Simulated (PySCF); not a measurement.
# C2H3N3Si: the cost of one run

Programs: PySCF 2.14.0, with density-fitted response routines of our own. Each step states its level of theory. These are calculated values for one molecule in the gas phase, unless marked as measured. Atoms are numbered from 0 throughout.

### Step 1. The molecule as given

9 atoms, charge 0, multiplicity 1; geometry from: GFN2-xTB. The atoms were then displaced at random by about 0.03 Å, so the start is not that level's minimum.

Bonds of the start (Å): N0–C1 1.22, C1–Si2 1.90, Si2–N3 1.63, Si2–C4 1.85, C4–N5 1.17, Si2–H6 1.48, N3–H7 1.05, N3–H8 0.91.

### Step 2. Geometry optimisation at PBE0-D3(BJ)/def2-SVP

The job: settings as JSON, then the geometry in Å.

```
{"job": {"xc": "PBE0", "basis": "def2-SVP", "d3": "d3bj", "grid": 1, "shake": 0.03, "kind": "geom"}, "charge": 0, "multiplicity": 1}
N      2.947030    -0.091180    -0.328660
C      1.766890    -0.002020    -0.040560
Si    -0.066500     0.048980     0.468660
N     -0.621920    -1.302910    -0.257080
C     -0.620380     1.700910    -0.159020
N     -1.036720     2.734970    -0.511190
H     -0.146560     0.003750     1.942590
H     -1.641200    -1.524800    -0.102260
H     -0.420770    -1.625150    -1.088500
```

Launch:

```sh
> OMP_NUM_THREADS=1 python probes_run.py task.json out
```

The driver reads the jobs from task.json and runs them one after another.

**Question.** How long does this first job take on 1 thread of Arm Neoverse V1, shared host, and how much memory does it need?

About 43 s, with a peak of 0.41 GiB.
